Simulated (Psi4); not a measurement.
# SnO (tin(ii) oxide): levels of theory compared

We compute a comparison of 6 runs (HF/STO-3G, MN12-SX-D3(BJ)/3-21G, wB97X/def2-SVPD, BLYP-D3(BJ)+ATM/def2-TZVPP, revSCAN/def2-TZVPP, A-CCSD(T)/def2-SVP) of SnO (tin(ii) oxide). 

The results are computed with Psi4 1.11.

6 further runs of the same task are left out: 3 that didn't finish, 3 set aside as unsound or not needed.

### 1 The molecule

SnO has 2 atoms, charge 0, and is taken as a singlet. SMILES: `[O]=[Sn]`. Geometry: a GFN2-xTB relaxation, a rough one for these elements and not checked as a minimum.

Bond lengths: O1–Sn2 1.804 Å.

### 2 Energy and forces at HF/STO-3G (run 1)

Contents of job.py:

```python
import psi4

psi4.set_memory('1600 MB')
psi4.set_num_threads(1)
psi4.set_output_file('run.log', False)

geom = psi4.geometry("""
0 1
O      0.000000     0.000000     0.000000
Sn     0.000000     0.000000     1.803580
units angstrom
symmetry c1
no_reorient
no_com
""")

options = {'basis': 'STO-3G', 'reference': 'rhf', 'puream': True, 'e_convergence': 1e-09, 'd_convergence': 1e-08, 'scf_type': 'pk'}
psi4.set_options(options)

e, wfn = psi4.gradient("scf", return_wfn=True)
psi4.oeprop(wfn, "LOWDIN_CHARGES", "QUADRUPOLE", "DIPOLE", title="SCF")
print('gradient / Eh bohr^-1')
print(e.np.round(6))
print(f'energy = {wfn.energy():.10f} Eh')
for k, v in sorted(psi4.core.scalar_variables().items()):
    print(f'{k:45s} {v:18.10f}')
```

Launch:

```sh
python job.py
```

run.log:

```text
[...]
  Running in c1 symmetry.
[...]
  Nuclear repulsion =  117.361516687920698
[...]
  Multiplicity = 1
[...]
  Nalpha       = 29
  Nbeta        = 29
[...]
    Number of basis functions: 32
[...]
   @RHF iter   1: -6036.94986784427692   -3.27998e+00   1.32656e-02 DIIS/ADIIS
[...]
   @RHF iter  11: -6037.04864229742543    2.72848e-12   6.81836e-10 DIIS
[...]
    Orbital Energies [Eh]
    ---------------------
    Doubly Occupied:
       1A   -1029.819937     2A   -153.455215     3A   -145.284267
       4A   -145.284267     5A   -145.283653     6A    -29.535302
       7A    -26.517966     8A    -26.517966     9A    -26.515838
      10A    -20.077072    11A    -18.120743    12A    -18.120743
      13A    -18.118506    14A    -18.118506    15A    -18.116819
      16A     -4.753537    17A     -3.508203    18A     -3.508203
      19A     -3.498467    20A     -1.100780    21A     -0.829212
      22A     -0.829212    23A     -0.822129    24A     -0.822129
      25A     -0.806776    26A     -0.376083    27A     -0.247684
      28A     -0.247684    29A     -0.219498
[...]
  @RHF Final Energy: -6037.04864229742543
   => Energetics <=
    Nuclear Repulsion Energy =            117.3615166879206981
    One-Electron Energy =               -8587.9075263267368427
    Two-Electron Energy =                2433.4973673413901452
    Total Energy =                      -6037.0486422974263405
[...]
  -Total Gradient:
     Atom            X                  Y                   Z
    ------   -----------------  -----------------  -----------------
       1        0.000000000000    -0.000000000000    -0.079076319125
       2       -0.000000000000     0.000000000000     0.079076320825
[...]
 Multipole Moments:
 ------------------------------------------------------------------------------------
     Multipole            Electronic (a.u.)      Nuclear  (a.u.)        Total (a.u.)
 ------------------------------------------------------------------------------------
 L = 1.  Multiply by 2.5417464519 to convert [e a0] to [Debye]
 Dipole X            :         -0.0000000            0.0000000           -0.0000000
 Dipole Y            :          0.0000000            0.0000000            0.0000000
 Dipole Z            :       -169.6974684          170.4136123            0.7161438
 Magnitude           :                                                    0.7161438
 L = 2.  Multiply by 1.3450342976 to convert [e a0^2] to [Debye ang]
 Quadrupole XX       :        -18.5007885            0.0000000          -18.5007885
 Quadrupole XY       :          0.0000000            0.0000000            0.0000000
[...]
```

On the terminal:

```text
gradient / Eh bohr^-1
[[ 0.       -0.       -0.079076]
 [-0.        0.        0.079076]]
energy = -6037.0486422974 Eh
CURRENT ENERGY                                  -6037.0486422974
CURRENT REFERENCE ENERGY                        -6037.0486422974
DD SOLVATION ENERGY                                 0.0000000000
HF KINETIC ENERGY                                6035.6815032125
HF POTENTIAL ENERGY                            -12072.7301455100
HF TOTAL ENERGY                                 -6037.0486422974
HF VIRIAL RATIO                                     2.0002265095
NUCLEAR REPULSION ENERGY                          117.3615166879
ONE-ELECTRON ENERGY                             -8587.9075263267
PCM POLARIZATION ENERGY                             0.0000000000
PE ENERGY                                           0.0000000000
SCF ITERATION ENERGY                            -6037.0486422974
SCF ITERATIONS                                     11.0000000000
SCF TOTAL ENERGY                                -6037.0486422974
TWO-ELECTRON ENERGY                              2433.4973673414
```

Wall time 2.8 s (1 thread of Intel Xeon Platinum 8488C (Sapphire Rapids), shared host); peak memory 0.2 GiB.

### 3 Energy and gradient at MN12-SX-D3(BJ)/3-21G (run 2)

Contents of job.in:

```
memory 1600 MB

molecule system {
  0 1
  O
  Sn 1 r2

  r2 = 1.80358
  symmetry c1
}

set globals {
  basis                     3-21G
  scf_type                  pk
  orbital_optimizer_package ooo
}

energy_value, wavefunction = gradient('mn12-sx-d3bj', return_wfn=True)
```

Launch:

```sh
psi4 job.in job.out -n 1
```

job.out:

```text
[...]
  Running in c1 symmetry.
[...]
  Nuclear repulsion =  117.361516687920698
[...]
  Multiplicity = 1
[...]
  Nalpha       = 29
  Nbeta        = 29
[...]
    Number of basis functions: 42
[...]
   @RKS iter   1: -6070.48564967990751   -6.07049e+03   1.92306e-02 ADIIS+DIIS
[...]
   @RKS iter  19: -6070.73101234999285   -2.50111e-10   8.46434e-09 Converged
[...]
    Orbital Energies [Eh]
    ---------------------
    Doubly Occupied:
       1A   -1028.055521     2A   -151.049215     3A   -140.514137
       4A   -140.514137     5A   -140.513232     6A    -29.324095
       7A    -24.908835     8A    -24.908835     9A    -24.904031
      10A    -19.461978    11A    -17.432467    12A    -17.432467
      13A    -17.431802    14A    -17.429795    15A    -17.429795
      16A     -4.803624    17A     -3.323204    18A     -3.323204
      19A     -3.313415    20A     -1.100030    21A     -1.074686
      22A     -1.074684    23A     -1.067504    24A     -1.067504
      25A     -0.896033    26A     -0.392751    27A     -0.272071
      28A     -0.272071    29A     -0.256737
[...]
  @RKS Final Energy: -6070.73131307119638
   => Energetics <=
    Nuclear Repulsion Energy =            117.3615166879206981
    One-Electron Energy =               -8610.2620984525237873
    Two-Electron Energy =                2547.6534486781056330
    DFT Exchange-Correlation Energy =    -125.4838792634958935
    Empirical Dispersion Energy =          -0.0003007212038695
    VV10 Nonlocal Energy =                  0.0000000000000000
    Total Energy =                      -6070.7313130711963822
[...]
 Multipole Moments:
 ------------------------------------------------------------------------------------
     Multipole            Electronic (a.u.)      Nuclear  (a.u.)        Total (a.u.)
 ------------------------------------------------------------------------------------
 L = 1.  Multiply by 2.5417464519 to convert [e a0] to [Debye]
 Dipole X            :          0.0000000            0.0000000            0.0000000
 Dipole Y            :         -0.0000000            0.0000000           -0.0000000
 Dipole Z            :          5.0739789           -3.9995226            1.0744563
 Magnitude           :                                                    1.0744563
[...]
  -Total Gradient:
     Atom            X                  Y                   Z
    ------   -----------------  -----------------  -----------------
       1       -0.000000000000     0.000000000000     0.035337521258
       2       -0.000000000003     0.000000000001    -0.039893615350
[...]
```

Wall time 7.2 s (1 thread of Intel Xeon Platinum 8488C (Sapphire Rapids), shared host); peak memory 0.28 GiB.

Runs 3 to 5 aren't shown in full; the table further down has their settings and results.

### 4 The energy at A-CCSD(T)/def2-SVP (Cholesky decomposition, core potential, Cholesky for correlation) (run 6)

Contents of job.in:

```
memory 1600 mb

molecule {
  0 1
  O
  Sn 1 R2

  R2 = 1.80358
  no_reorient
  no_com
}

set globals {
  basis           def2-SVP
  num_frozen_docc 5
  cc_type         cd
  scf_type        cd
}

energy('a-ccsd(t)')
```

Launch:

```sh
psi4 job.in job.out -n 1
```

job.out:

```text
[...]
    !!!  WARNING: ECP capability is in beta. Please check occupations closely.  !!!
[...]
  Running in c2v symmetry.
[...]
  Nuclear repulsion =   51.639067342685117
[...]
  Multiplicity = 1
[...]
  Nalpha       = 15
  Nbeta        = 15
[...]
    Number of basis functions: 40
[...]
   @RHF iter   1:  -287.80069749971494   -1.94292e+00   3.31895e-02 ADIIS/DIIS
[...]
   @RHF iter  12:  -288.10392844739954   -5.11591e-13   2.60392e-09 DIIS
[...]
    Orbital Energies [Eh]
    ---------------------
    Doubly Occupied:
       1A1   -20.491373     2A1    -5.881340     1B1    -4.072017
       1B2    -4.072017     3A1    -4.061712     4A1    -1.358479
       5A1    -1.340946     1A2    -1.340913     2B2    -1.330530
       2B1    -1.330528     6A1    -1.127331     7A1    -0.552257
       3B2    -0.401508     3B1    -0.401506     8A1    -0.380349
[...]
  @RHF Final Energy:  -288.10392844739954
   => Energetics <=
    Nuclear Repulsion Energy =             51.6390673426851166
    One-Electron Energy =                -583.2003796117228376
    Two-Electron Energy =                 243.4573838216381318
    Total Energy =                       -288.1039284473995394
[...]
 Multipole Moments:
 ------------------------------------------------------------------------------------
     Multipole            Electronic (a.u.)      Nuclear  (a.u.)        Total (a.u.)
 ------------------------------------------------------------------------------------
 L = 1.  Multiply by 2.5417464519 to convert [e a0] to [Debye]
 Dipole X            :          0.0000000            0.0000000            0.0000000
 Dipole Y            :          0.0000000            0.0000000            0.0000000
 Dipole Z            :         17.1451504          -15.2317011            1.9134494
 Magnitude           :                                                    1.9134494
[...]
	Warning: cc_lambda option is changed to TRUE
	For this residual convergence, default PCG convergence is:     1.00e-07
[...]
	CD-MP2 Total Energy (a.u.)         :  -288.41035095912792
[...]
	CD-CCSD Total Energy (a.u.)        :  -288.40398298807582
[...]
```

It took 6.6 s on 1 thread of Intel Xeon Platinum 8488C (Sapphire Rapids), shared host; peak memory 0.2 GiB.

### 5 All runs side by side

```csv
run,level,Cartesian functions,SCF convergence threshold,energy (Eh),dipole moment (D),HOMO energy (eV),LUMO energy (eV),wall time
1,HF/STO-3G,no,1e-09,-6037.048642,1.82,-5.97,5.90,2.8 s
2,MN12-SX-D3(BJ)/3-21G,yes,–,-6070.731313,2.73,-6.99,-2.32,7.2 s
3,wB97X/def2-SVPD (core potential),no,1e-09,-289.467914,4.64,-10.05,-0.43,7.8 s
4,"BLYP-D3(BJ)+ATM/def2-TZVPP (Cholesky decomposition, core potential, C-PCM dimethylsulfoxide)",no,–,-289.538224,5.94,-6.00,-2.15,8.7 s
5,revSCAN/def2-TZVPP (core potential),no,–,-289.634732,3.91,-6.66,-2.69,9.9 s
6,"A-CCSD(T)/def2-SVP (Cholesky decomposition, core potential, Cholesky for correlation)",no,–,-288.422491,–,-10.35,0.65,6.6 s
```

### 6 Outcome

```
                                          quantity          value
                               run 6: total energy  -288.42249 Eh
        run 6: HOMO energy (Hartree–Fock orbitals)      -10.35 eV
        run 6: LUMO energy (Hartree–Fock orbitals)        0.65 eV
      run 6: HOMO–LUMO gap (Hartree–Fock orbitals)       11.00 eV
run 6: correlation energy (5 core orbitals frozen)     -318.6 mEh
```

In words: Over runs 1, 2, 3, 4, 5 the dipole moment (its size) runs from 1.82 D (HF/STO-3G) to 5.94 D (BLYP-D3(BJ)+ATM/def2-TZVPP). The two ends differ in method and basis and solvent and core potential. Over runs 1, 2, 3, 4, 5 the HOMO–LUMO gap runs from 3.85 eV (BLYP-D3(BJ)+ATM/def2-TZVPP) to 11.87 eV (HF/STO-3G). Totals of different functionals can't be ranked against each other. Some runs of one species differ in core potentials or relativity; totals across that change don't compare. In run 1 the basis is minimal, so the values are rough. In runs 1, 2 relativity is left out where basis or elements ask for it. All runs together took 43 s, the longest 9.9 s.
